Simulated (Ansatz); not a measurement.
# Sn3Te (Pm-3m) in Ansatz: reference runs

How does Sn3Te come out in PBEsol? The cell is run as given and disturbed.

Program: Ansatz 0.2.0. These are calculated values, not measurements. Logs are shortened: lines on timing, memory, paths and dates and some standing lists are left out, and cuts for length are marked.

### Step 1. The structure

Symmetry: Pm-3m, No. 221, cubic system. Conventional cell: a = 4.866 Å, b = 4.866 Å, c = 4.866 Å, α = 90.00°, β = 90.00°, γ = 90.00°. Around Te (site symmetry m-3m) lie 12 Sn at 3.44 Å. Sn (site symmetry 4/mmm) is surrounded by 4 Te at 3.44 Å and 8 Sn at 3.44 Å.

The cell comes from a database or a generator and needn't be the stable form of this composition.

### Step 2. Single point, PBEsol

File input.yaml:

```yaml
crystal:
  lattice:
    - [4.865622, 0.0, 0.0]
    - [0.0, 4.865622, 0.0]
    - [0.0, 0.0, 4.865622]
  atoms:
    - { symbol: Te, position: [0.0, 0.0, 0.0] }
    - { symbol: Sn, position: [0.0, 0.5, 0.5] }
    - { symbol: Sn, position: [0.5, 0.0, 0.5] }
    - { symbol: Sn, position: [0.5, 0.5, 0.0] }
kpoints:
  mp_grid: { grid: [6, 6, 6] }
scf:
  occupations: { method: fermi_dirac, width: 0.05 }
hamiltonian:
  xc: pbesol
  pseudopotentials: { kind: all_electron, lapw: { basis_error: 0.001 } }
output:
  forces: true
  stress: true
  eigenvalues: true
  populations: true
```

Potentials or basis: all-electron LAPW, scalar-relativistic.

The run is started by

```bash
ansatz run input.yaml --threads 2 --pin off --max-ram 8192MiB --backend cpu --events-out ev --progress --plain --runs-dir out
```

Standard output:

```text
Warning: RAYON_NUM_THREADS=2 ignored (pool sized by the plan → 2); use --threads N
Te: projections on atomic orbitals take those of the free atom 1s2 2s2 2p6 3s2 3p6 3d10 4s2 4p6 4d10 5s2 5p4, of charge +0.00 (hamiltonian.pseudopotentials.projection_atoms)
Sn: projections on atomic orbitals take those of the free atom 1s2 2s2 2p6 3s2 3p6 3d10 4s2 4p6 4d10 5s2 5p2, of charge +0.00 (hamiltonian.pseudopotentials.projection_atoms)
LAPW: plane waves up to 6.287 Å⁻¹, error target 1.0e-3 eV per atom; small_component_spin mean_spin; Sn in spheres of 1.720 Å, 22 of its electrons in bands, Dirac shells []; Te in spheres of 1.720 Å, 24 of its electrons in bands, Dirac shells [] (how accurate: hamiltonian.pseudopotentials.lapw.basis_error, Limitations)
Engine: ansatz 0.2.0, x86_64-unknown-linux-gnu
Pseudopotentials: kind: all_electron
Pseudopotential: Te, LAPW, valence charge 24, lapw/all_electron/scalar/gaussian/Te, Koelling and Harmon's equation, gaussian nucleus
Pseudopotential: Sn, LAPW, valence charge 22, lapw/all_electron/scalar/gaussian/Sn, Koelling and Harmon's equation, gaussian nucleus
Functional definition: PBEsol
  exchange = pbesol_x
  correlation = pbesol_c
Crystal: 4 atoms, lattice volume = 115.190 Å³
Basis set: ecut = 150.61097136974197 eV, 461 PW (Γ), exchange–correlation at level 2
Bands: 54, of which v1, the nominal top of the filled ones, is band 45 counted from 1 (44 counted from 0)
Symmetry: 48 space group operations
Space group: Pm-3m (ITA 221), of the structure as read, at distance tolerance 4.9e-5 Å
k-points: 20 of 216
Non-local potential: Te, projectors of the file, none
Non-local potential: Sn, projectors of the file, none
Initial density: superposition of atomic densities (chi_scale 0.1, normalization cell, long waves kept (reshape's long-wave potential 0.00 eV rms))
Initial wavefunctions: plane waves of lowest kinetic energy (no species holds an atomic orbital)
Functional: x = pbesol(κ = 0.804, μ = 0.12345679012345678), c = pbesol(β = 0.046)
iter 1 solved again at ethr=7.36e-5 eV; its pass at ethr=1.00e-1 eV (dr2=6.63e-2 eV) is discarded
SCF iter   1: F=—  HF=-688850.869071 eV  |F-HF|=—  |Δ(HF+E_count)|=         —  Δρ=5.92e-3  dr2=6.68e-2  ethr=7.36e-5  ⟨swp⟩=3.0  Hψ=7139  notcnv=0
preconditioner: auto → Kerker (q_TF=auto, 2.618 Å⁻¹)  [metal: Δε(μ)=0.058 eV  Ē_g=18.657 eV  σ=0.050 eV  W_gap=0.27  n_scr=32 (ndim 8)  ℏωp=24.0 eV  f_vac=0.000  D(μ)=2.94/eV (n_scr^D=18)]
SCF iter   2: F=—  HF=-688850.819943 eV  |F-HF|=—  |Δ(HF+E_count)|=   4.91e-2  Δρ=3.83e-3  dr2=3.33e-2  ethr=7.36e-5  ⟨swp⟩=2.0  Hψ=3258  notcnv=0
SCF iter   3: F=—  HF=-688850.810236 eV  |F-HF|=—  |Δ(HF+E_count)|=   9.71e-3  Δρ=2.10e-3  dr2=1.15e-2  ethr=3.70e-5  ⟨swp⟩=2.0  Hψ=3255  notcnv=0
SCF iter   4: F=—  HF=-688850.807735 eV  |F-HF|=—  |Δ(HF+E_count)|=         —  Δρ=1.03e-3  dr2=3.23e-3  ethr=1.28e-5  ⟨swp⟩=2.0  Hψ=3255  notcnv=0
the basis was enlarged: its passes take 124.2 KiB over the memory plan, 2 of 2 planned eigensolver slots
iter 5 solved again at ethr=2.45e-7 eV; its pass at ethr=3.59e-6 eV (dr2=2.20e-4 eV) is discarded
SCF iter   5: F=—  HF=-688850.807363 eV  |F-HF|=—  |Δ(HF+E_count)|=   3.73e-4  Δρ=2.88e-4  dr2=2.20e-4  ethr=2.45e-7  ⟨swp⟩=2.0  Hψ=5481  notcnv=0
SCF iter   6: F=—  HF=-688850.807196 eV  |F-HF|=—  |Δ(HF+E_count)|=   1.66e-4  Δρ=1.63e-4  dr2=3.48e-5  ethr=2.45e-7  ⟨swp⟩=2.0  Hψ=3252  notcnv=0
SCF iter   7: F=—  HF=-688850.807204 eV  |F-HF|=—  |Δ(HF+E_count)|=   7.74e-6  Δρ=6.85e-5  dr2=7.97e-6  ethr=3.87e-8  ⟨swp⟩=2.0  Hψ=3252  notcnv=0
SCF iter   8: F=—  HF=-688850.807205 eV  |F-HF|=—  |Δ(HF+E_count)|=   1.08e-6  Δρ=2.20e-5  dr2=1.33e-6  ethr=8.85e-9  ⟨swp⟩=2.0  Hψ=3252  notcnv=0
SCF iter   9: F=—  HF=-688850.807205 eV  |F-HF|=—  |Δ(HF+E_count)|=   3.35e-8  Δρ=5.77e-6  dr2=1.26e-7  ethr=1.48e-9  ⟨swp⟩=2.0  Hψ=3252  notcnv=0
SCF iter  10: F=-688850.807205 eV  HF=-688850.807205 eV  |F-HF|=4.26e-8  |Δ(HF+E_count)|=   1.42e-8  Δρ=2.62e-6  dr2=3.11e-8  ethr=1.39e-10  ⟨swp⟩=2.0  Hψ=3252  notcnv=0
SCF 1 converged in 10 iterations: F = -688850.807205 eV  dr2 = 3.11e-8
SCF converged after 10 iterations
Free energy (F): -688850.807205 eV
Harris-Foulkes:  -688850.807205 eV  (|F-HF|=4.26e-8)
Internal energy: -688850.783105 eV  (E = F + TS)
E sigma→0 (E₀):  -688850.795155 eV
Entropy (-TS):   -0.024100 eV (-6.025 meV/atom)
Fermi energy:    12.931586 eV
--- Per-component energies (eV) ---
  E_band       = -3226.271124
  E_kinetic    = 725226.433212
  E_xc         = -17976.433123
  E_electrostatic = -1396100.783194  (all electrons and nuclei)
  E_smearing   = -0.024100  (= −TS)
  E_closure    = 0.000000  (closes the sum)
  E_atoms      = -688834.826459  (free atoms, spherical and without spin; not in F)
  Σ components = -688850.807205   (vs F -688850.807205, Δ=0.00e0)
  Basis errors (estimates in eV, not in F): energy 1.9e-4 per atom: plane waves 1.7e-4 (8.7e-5 summed), levels above the bands 6.1e-48, relativity 7.7e-9, radial functions 1.4e-5, core shells 3.3e-10; eigenvalues (radial functions only) 1.7e-6; not estimated: angular momenta, meshes, grids; target (lapw.basis_error) 1.0e-3; muffin-tin radii Sn 1.720 Å, Te 1.720 Å
--- Forces (eV/Å), atoms counted from 1 ---
  atom   1  Te     0.00000000     0.00000000     0.00000000
  atom   2  Sn     0.00000000     0.00000000     0.00000000
  atom   3  Sn    -0.00000000     0.00000000     0.00000000
  atom   4  Sn    -0.00000000     0.00000000    -0.00000000
  max |Σ_I F_I| component: 4.89e-31 eV/Å
--- Stress (GPa, compression-positive) ---
       -2.353944       0.000000       0.000000
        0.000000      -2.353944       0.000000
        0.000000       0.000000      -2.353944
  P = ⅓ Tr σ = -2.3539 GPa (-23.539 kbar)
--- Band table (eV; the first three rows and the last of 20) ---
  k-point 0: bands = ["-146.6626", "-116.3961", "-116.3960", "-116.3960", "-96.7651", "-96.7651", "-96.7651", "-72.2433", "-72.2433", "-72.2433", "-72.2432", "-72.2432", "-72.2432", "-72.1976", "-72.1976", "-72.1976", "-24.1992", "-24.1992", "-24.1990", "-24.1990", "-24.1990", "-8.6193", "-8.6193", "-8.6193", "-8.5953", "-8.5953", "-8.5808", "-8.5446", "-8.5446", "-8.5446", "-8.4907", "-8.4658", "-8.4658", "-8.4276", "-8.4276", "-8.4276", "0.5700", "4.9003", "7.8672", "7.8672", "8.7400", "8.7400", "8.7400", "13.3455", "13.3455", "13.3455", "14.8517", "14.8517", "14.8517", "17.4599", "17.7169", "17.7169", "18.1468", "18.1468"]
  k-point 1: bands = ["-146.6626", "-116.3961", "-116.3960", "-116.3960", "-96.7651", "-96.7651", "-96.7651", "-72.2433", "-72.2433", "-72.2433", "-72.2432", "-72.2432", "-72.2432", "-72.1976", "-72.1976", "-72.1976", "-24.1992", "-24.1992", "-24.1990", "-24.1990", "-24.1990", "-8.6170", "-8.6083", "-8.6083", "-8.5947", "-8.5889", "-8.5735", "-8.5468", "-8.5444", "-8.5444", "-8.4965", "-8.4719", "-8.4656", "-8.4403", "-8.4403", "-8.4276", "0.6858", "4.6725", "6.9412", "7.9422", "8.9172", "8.9172", "10.1769", "12.9135", "12.9618", "12.9618", "14.0259", "14.6129", "14.6129", "17.8425", "18.2440", "18.2858", "18.5100", "18.5100"]
  k-point 2: bands = ["-146.6626", "-116.3961", "-116.3961", "-116.3960", "-96.7651", "-96.7651", "-96.7651", "-72.2433", "-72.2433", "-72.2433", "-72.2432", "-72.2432", "-72.2432", "-72.1976", "-72.1976", "-72.1976", "-24.1992", "-24.1990", "-24.1990", "-24.1990", "-24.1990", "-8.6121", "-8.5933", "-8.5809", "-8.5809", "-8.5727", "-8.5549", "-8.5517", "-8.5412", "-8.5412", "-8.5114", "-8.4880", "-8.4740", "-8.4740", "-8.4653", "-8.4276", "0.9708", "4.0475", "6.4562", "8.1110", "9.4071", "9.4071", "11.4634", "11.9050", "11.9050", "12.9905", "13.0242", "14.8821", "14.8821", "16.8273", "17.3070", "17.3070", "18.6537", "18.6916"]
  k-point 19: bands = ["-146.6626", "-116.3961", "-116.3961", "-116.3961", "-96.7651", "-96.7651", "-96.7651", "-72.2438", "-72.2438", "-72.2438", "-72.2426", "-72.2426", "-72.2426", "-72.1987", "-72.1970", "-72.1970", "-24.1991", "-24.1991", "-24.1991", "-24.1988", "-24.1988", "-8.6091", "-8.5935", "-8.5935", "-8.5935", "-8.5643", "-8.5643", "-8.5643", "-8.5335", "-8.5335", "-8.4801", "-8.4801", "-8.4801", "-8.4587", "-8.4587", "-8.4587", "1.8044", "6.1281", "6.1281", "6.1281", "7.7546", "7.7546", "7.7546", "8.6139", "15.7746", "15.7746", "15.7746", "18.2938", "18.2938", "18.2938", "18.3702", "18.3702", "20.6675", "21.9237"]
--- Löwdin populations: 4 sites ---
  site symbol       q [e]
     0     Te     51.9150
     1     Sn     49.9765
     2     Sn     49.9765
     3     Sn     49.9765
  spilling = 0.000770 (of n_electrons = 202.000000)
```

Run time: 13 s. Hardware: 2 threads of AMD EPYC 7R43 (Zen 3), shared host; peak memory 0.45 GiB.

Results:

| Property | Result |
| --- | --- |
| Free energy | -688850.8072 eV |
| Pressure | -2.4 GPa |
| Band gap on the k mesh | none (metal or under the smearing width) |

### Step 3. Single point, PBEsol (atoms moved at random, drawn with an rms of 0.05 Å)

input.yaml: that of step 2 with these lines changed.

```diff
@@ -6,6 +6,6 @@
   atoms:
-    - { symbol: Te, position: [0.0, 0.0, 0.0] }
-    - { symbol: Sn, position: [0.0, 0.5, 0.5] }
-    - { symbol: Sn, position: [0.5, 0.0, 0.5] }
-    - { symbol: Sn, position: [0.5, 0.5, 0.0] }
+    - { symbol: Te, position: [0.00673, -0.011423, -0.00336] }
+    - { symbol: Sn, position: [-0.001098, 0.504185, 0.498896] }
+    - { symbol: Sn, position: [0.501566, 0.006404, 0.49978] }
+    - { symbol: Sn, position: [0.489928, 0.504689, -0.001203] }
 kpoints:
```

Potentials or basis: all-electron LAPW, scalar-relativistic.

The run is started by

```bash
ansatz run input.yaml --threads 2 --pin off --max-ram 8192MiB --backend cpu --events-out ev --progress --plain --runs-dir out
```

Standard output:

```text
Warning: RAYON_NUM_THREADS=2 ignored (pool sized by the plan → 2); use --threads N
Te: projections on atomic orbitals take those of the free atom 1s2 2s2 2p6 3s2 3p6 3d10 4s2 4p6 4d10 5s2 5p4, of charge +0.00 (hamiltonian.pseudopotentials.projection_atoms)
Sn: projections on atomic orbitals take those of the free atom 1s2 2s2 2p6 3s2 3p6 3d10 4s2 4p6 4d10 5s2 5p2, of charge +0.00 (hamiltonian.pseudopotentials.projection_atoms)
LAPW: plane waves up to 6.466 Å⁻¹, error target 1.0e-3 eV per atom; small_component_spin mean_spin; Sn in spheres of 1.685 Å, 22 of its electrons in bands, Dirac shells []; Te in spheres of 1.642 Å, 24 of its electrons in bands, Dirac shells [] (how accurate: hamiltonian.pseudopotentials.lapw.basis_error, Limitations)
Engine: ansatz 0.2.0, x86_64-unknown-linux-gnu
Pseudopotentials: kind: all_electron
Pseudopotential: Te, LAPW, valence charge 24, lapw/all_electron/scalar/gaussian/Te, Koelling and Harmon's equation, gaussian nucleus
Pseudopotential: Sn, LAPW, valence charge 22, lapw/all_electron/scalar/gaussian/Sn, Koelling and Harmon's equation, gaussian nucleus
Functional definition: PBEsol
  exchange = pbesol_x
  correlation = pbesol_c
Crystal: 4 atoms, lattice volume = 115.190 Å³
Basis set: ecut = 159.2930913775378 eV, 515 PW (Γ), exchange–correlation at level 2
Bands: 54, of which v1, the nominal top of the filled ones, is band 45 counted from 1 (44 counted from 0)
Symmetry: 1 space group operations
Space group: P1 (ITA 1), of the structure as read, at distance tolerance 4.9e-5 Å
[... 27 lines left out ...]
--- Per-component energies (eV) ---
  E_band       = -3226.332206
  E_kinetic    = 725226.518857
  E_xc         = -17976.466154
  E_electrostatic = -1396100.835117  (all electrons and nuclei)
  E_smearing   = -0.023086  (= −TS)
  E_closure    = 0.000000  (closes the sum)
  E_atoms      = -688834.826459  (free atoms, spherical and without spin; not in F)
  Σ components = -688850.805500   (vs F -688850.805500, Δ=0.00e0)
  Basis errors (estimates in eV, not in F): energy 2.3e-4 per atom: plane waves 2.1e-4 (1.1e-4 summed), levels above the bands 5.4e-48, relativity 1.1e-8, radial functions 1.2e-5, core shells 3.5e-10; eigenvalues (radial functions only) 1.1e-6; not estimated: angular momenta, meshes, grids; target (lapw.basis_error) 1.0e-3; muffin-tin radii Sn 1.685 Å, Te 1.642 Å
--- Forces (eV/Å), atoms counted from 1 ---
  atom   1  Te    -0.04202760     0.03533177     0.00888252
  atom   2  Sn    -0.04029122    -0.05035774    -0.01118982
  atom   3  Sn     0.06756855     0.06250323    -0.00704382
  atom   4  Sn     0.01474901    -0.04747620     0.00935145
  max |Σ_I F_I| component: 1.26e-6 eV/Å
--- Stress (GPa, compression-positive) ---
       -2.282133      -0.016249       0.000185
       -0.016249      -2.305014      -0.001945
        0.000185      -0.001945      -2.283375
  P = ⅓ Tr σ = -2.2902 GPa (-22.902 kbar)
--- Band table (eV; the first three rows and the last of 112) ---
  k-point 0: bands = ["-146.6629", "-116.3965", "-116.3961", "-116.3953", "-96.7659", "-96.7658", "-96.7649", "-72.2437", "-72.2435", "-72.2435", "-72.2429", "-72.2424", "-72.2422", "-72.1982", "-72.1978", "-72.1971", "-24.2006", "-24.2004", "-24.1997", "-24.1994", "-24.1993", "-8.6198", "-8.6194", "-8.6192", "-8.5955", "-8.5950", "-8.5811", "-8.5449", "-8.5447", "-8.5444", "-8.4905", "-8.4662", "-8.4657", "-8.4278", "-8.4277", "-8.4274", "0.5608", "4.9036", "7.8420", "7.8575", "8.7337", "8.7537", "8.7596", "13.3378", "13.3467", "13.3502", "14.8391", "14.8446", "14.8511", "17.4540", "17.6939", "17.7224", "18.1170", "18.1524"]
  k-point 1: bands = ["-146.6629", "-116.3965", "-116.3961", "-116.3953", "-96.7659", "-96.7658", "-96.7649", "-72.2437", "-72.2435", "-72.2435", "-72.2429", "-72.2424", "-72.2422", "-72.1982", "-72.1978", "-72.1971", "-24.2006", "-24.2004", "-24.1997", "-24.1994", "-24.1992", "-8.6173", "-8.6088", "-8.6082", "-8.5947", "-8.5886", "-8.5738", "-8.5471", "-8.5447", "-8.5440", "-8.4963", "-8.4719", "-8.4660", "-8.4404", "-8.4400", "-8.4277", "0.6765", "4.6740", "6.9371", "7.9299", "8.9102", "8.9315", "10.1792", "12.8686", "12.9578", "12.9954", "14.0198", "14.6164", "14.6268", "17.8151", "18.2220", "18.2523", "18.5060", "18.5364"]
  k-point 2: bands = ["-146.6629", "-116.3965", "-116.3961", "-116.3953", "-96.7659", "-96.7658", "-96.7649", "-72.2437", "-72.2435", "-72.2435", "-72.2429", "-72.2424", "-72.2422", "-72.1982", "-72.1978", "-72.1971", "-24.2005", "-24.2004", "-24.1997", "-24.1995", "-24.1992", "-8.6124", "-8.5935", "-8.5814", "-8.5809", "-8.5723", "-8.5553", "-8.5518", "-8.5415", "-8.5408", "-8.5111", "-8.4883", "-8.4741", "-8.4734", "-8.4656", "-8.4277", "0.9612", "4.0462", "6.4579", "8.1050", "9.3968", "9.4153", "11.4341", "11.9003", "11.9294", "12.9786", "13.0270", "14.8921", "14.8999", "16.8276", "17.3048", "17.3104", "18.6513", "18.6968"]
  k-point 111: bands = ["-146.6629", "-116.3965", "-116.3961", "-116.3953", "-96.7659", "-96.7658", "-96.7649", "-72.2439", "-72.2438", "-72.2438", "-72.2425", "-72.2422", "-72.2420", "-72.1990", "-72.1974", "-72.1967", "-24.2005", "-24.2004", "-24.1996", "-24.1993", "-24.1992", "-8.6093", "-8.5938", "-8.5935", "-8.5932", "-8.5648", "-8.5644", "-8.5641", "-8.5338", "-8.5333", "-8.4806", "-8.4804", "-8.4800", "-8.4589", "-8.4587", "-8.4585", "1.7954", "6.1036", "6.1170", "6.1280", "7.7544", "7.7622", "7.7806", "8.6136", "15.7751", "15.7775", "15.7875", "18.2725", "18.2908", "18.2945", "18.3671", "18.3714", "20.6611", "21.8917"]
--- Löwdin populations: 4 sites ---
  site symbol       q [e]
     0     Te     51.9138
     1     Sn     49.9765
     2     Sn     49.9772
     3     Sn     49.9767
  spilling = 0.000771 (of n_electrons = 202.000000)
```

Run time: 1.8 min. Hardware: 2 threads of AMD EPYC 7R43 (Zen 3), shared host; peak memory 0.85 GiB.

What came out:

| Item | Value |
| --- | --- |
| Free energy | -688850.8055 eV |
| Pressure | -2.3 GPa |
| Largest force | 0.092 eV/Å |
| Band gap on the k mesh | none (metal or under the smearing width) |

Forces on the atoms (eV/Å):
```
Te  -0.042  0.035  0.009
Sn  -0.040 -0.050 -0.011
Sn   0.068  0.063 -0.007
Sn   0.015 -0.047  0.009
```
